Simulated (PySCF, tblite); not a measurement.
# C₄H₉O₂PSi: geometry, infrared bands and NMR shifts

Wanted: the infrared bands and NMR shifts of C₄H₉O₂PSi (`C=CCC(=O)O[SiH2]P`), by calculation.

Computed with tblite 0.8.0 and PySCF 2.14.0, with density-fitted response routines of our own, on a single molecule in the gas phase. Atoms count from 0, in the outputs and in this text.

## Step 1: Starting geometry

17 atoms, charge 0, multiplicity 1; geometry from: force field or distance geometry start.

Bonds of the start (Å): C0–C1 1.29, C1–C2 1.49, C2–C3 1.45, C3–O4 1.24, C3–O5 1.40, O5–Si6 1.74, Si6–P7 2.19, C0–H8 1.07, C0–H9 1.12, C1–H10 1.12, C2–H11 1.12, C2–H12 1.13, Si6–H13 1.46, Si6–H14 1.47, P7–H15 1.45, P7–H16 1.45.

## Step 2: Geometry optimisation with GFN2-xTB

What the job is given:

```
{"job": {"kind": "relax", "xc": "GFN2-xTB", "basis": "xTB"}, "charge": 0, "multiplicity": 1}
C     -2.658600     0.462300    -1.359100
C     -2.695700     0.033300    -0.142000
C     -1.583500    -0.094100     0.834100
C     -0.262900     0.329500     0.407300
O      0.073500     0.781100    -0.693600
O      0.767600     0.199600     1.347400
Si     2.394200     0.668900     0.946100
P      3.005600    -0.039300    -1.038400
H     -1.818700     0.828000    -1.917100
H     -3.628800     0.469400    -1.913500
H     -3.692700    -0.305100     0.241200
H     -1.949500     0.402300     1.769000
H     -1.512400    -1.192800     1.096100
H      2.627400     2.110600     1.015800
H      3.271800     0.043600     1.942700
H      3.666400     1.050600    -1.721000
H      3.989200    -1.086500    -0.824800
```

On the command line:

```console
> OMP_NUM_THREADS=1 python probes_run.py task.json out
```

This one command runs all jobs of the session in turn.

**Question.** This job is followed by: GFN2-xTB harmonic vibrations, gas phase; GIAO PBE0/pcSseg-1 NMR shielding, non-relativistic, gas phase. What will the session give for the following? strongest single infrared mode (GFN2-xTB); zero-point energy (GFN2-xTB); ¹³C shifts against TMS (PBE0/pcSseg-1); ¹H shifts against TMS (PBE0/pcSseg-1, means over atoms taken as alike); ¹⁷O shifts against H2O (PBE0/pcSseg-1); ²⁹Si shifts against TMS (PBE0/pcSseg-1); ³¹P shifts against H3PO4 (PBE0/pcSseg-1).

**Answer**, as computed:

```
                                                              quantity                                   value
                             strongest single infrared mode (GFN2-xTB)                   1223 cm⁻¹, 467 km/mol
                                          zero-point energy (GFN2-xTB)                           73.7 kcal/mol
                                ¹³C shifts against TMS (PBE0/pcSseg-1)           177.7, 140.4, 125.1, 48.9 ppm
¹H shifts against TMS (PBE0/pcSseg-1, means over atoms taken as alike)  6.32, 5.53, 5.49, 5.47, 3.07, 1.56 ppm
                                ¹⁷O shifts against H2O (PBE0/pcSseg-1)                        451.0, 182.2 ppm
                               ²⁹Si shifts against TMS (PBE0/pcSseg-1)                                -6.4 ppm
                              ³¹P shifts against H3PO4 (PBE0/pcSseg-1)                              -289.2 ppm
```

**Reading.** Over 297 steps the energy fell by 1.218 eV; of the close pairs, C3–O5 changed most, 1.401 to 1.318 Å. All 45 modes are real, so the xTB geometry is a minimum. The strongest single mode, at 1223 cm⁻¹, moves mainly C3. GFN2-xTB is a fitted tight-binding method: band positions and strengths are rough. Its intensities can rank the bands wrongly. The most deshielded hydrogen is H10 (hydrogen on an alkene CH), at 6.32 ppm: olefinic region. At PBE0/pcSseg-1: The largest span, 614 ppm, is at O4, where the paramagnetic term is -521 ppm.
